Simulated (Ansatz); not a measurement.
This was printed by a script on Ansatz 0.2.0 through its Python package, for a ladder of methods at one geometry of GeH5NSSi, SMILES [NH2][GeH]1[SiH2][S]1. What did the script look like? Settings (for the species named): MP2, def2-SVP basis, multiplicity 1. The script varies method: mp2, ccsd, ccsd_t.

```yaml
atoms:
  - { symbol: N, position_ang: [-0.6389, 1.5777, -0.4648] }
  - { symbol: Ge, position_ang: [0.4587, 0.1529, -0.4949] }
  - { symbol: Si, position_ang: [-0.0214, -1.3859, 1.1244] }
  - { symbol: S, position_ang: [-0.6126, -1.7296, -0.8548] }
  - { symbol: H, position_ang: [-0.1273, 2.4290, -0.1518] }
  - { symbol: H, position_ang: [-0.9321, 1.8388, -1.4732] }
  - { symbol: H, position_ang: [1.8026, 0.2262, -1.3102] }
  - { symbol: H, position_ang: [-1.0136, -0.9567, 2.0590] }
  - { symbol: H, position_ang: [1.1731, -2.1986, 1.5492] }
```

Output of `python methods_geh5nssi.py`:
```text
Hartree-Fock reference -2818.675745 Ha
mp2      total -2819.303372 Ha  correlation  -17.0786 eV  (91.4 % of the last)
ccsd     total -2819.340117 Ha  correlation  -18.0785 eV  (96.8 % of the last)
ccsd_t   total -2819.362067 Ha  correlation  -18.6758 eV  (100.0 % of the last)
```

The script that was run (others could print the same):

Script `methods_geh5nssi.py`:
```python
"""GeH5NSSi at several levels of theory."""

import warnings

import ansatz as az


def main() -> None:
    warnings.simplefilter("ignore", az.DeckWarning)

    geometry_ang = [
        ("N", (-0.6389, 1.5777, -0.4648)),
        ("Ge", (0.4587, 0.1529, -0.4949)),
        ("Si", (-0.0214, -1.3859, 1.1244)),
        ("S", (-0.6126, -1.7296, -0.8548)),
        ("H", (-0.1273, 2.429, -0.1518)),
        ("H", (-0.9321, 1.8388, -1.4732)),
        ("H", (1.8026, 0.2262, -1.3102)),
        ("H", (-1.0136, -0.9567, 2.059)),
        ("H", (1.1731, -2.1986, 1.5492)),
    ]
    geh5nssi = az.Crystal.molecule()
    for symbol, xyz in geometry_ang:
        geh5nssi = geh5nssi.atom(symbol, xyz)

    calculation = geh5nssi.calculation().basis(gaussian="def2-SVP")

    methods = ["mp2", "ccsd", "ccsd_t"]
    reports = [calculation.correlation(m).run(threads=1).report for m in methods]
    print(f"Hartree-Fock reference {reports[0]['reference_energy_ev'] / 27.211386246:.6f} Ha")
    best = reports[-1]["free_energy_ev"] - reports[-1]["reference_energy_ev"]
    for method, each in zip(methods, reports):
        gained = each["free_energy_ev"] - each["reference_energy_ev"]
        print(f"{method:8s} total {each['free_energy_ev'] / 27.211386246:.6f} Ha  correlation {gained:9.4f} eV  ({100 * gained / best:.1f} % of the last)")


if __name__ == "__main__":
    main()
```

Caveats:
- The settings weren't tested for convergence.
- The geometry is a force-field or estimated start, not a minimum of this method, and the basis set is short of its limit. A lower total doesn't mark the better method: functionals have no common bound, and MP2 and coupled cluster aren't variational.
- Inner cores stay frozen; a filled d shell under the valence of the heavier atoms is correlated with it.
- Wall time of the script: 34 s on 1 thread of Arm Neoverse V1, on a shared host, peak memory 0.49 GiB.
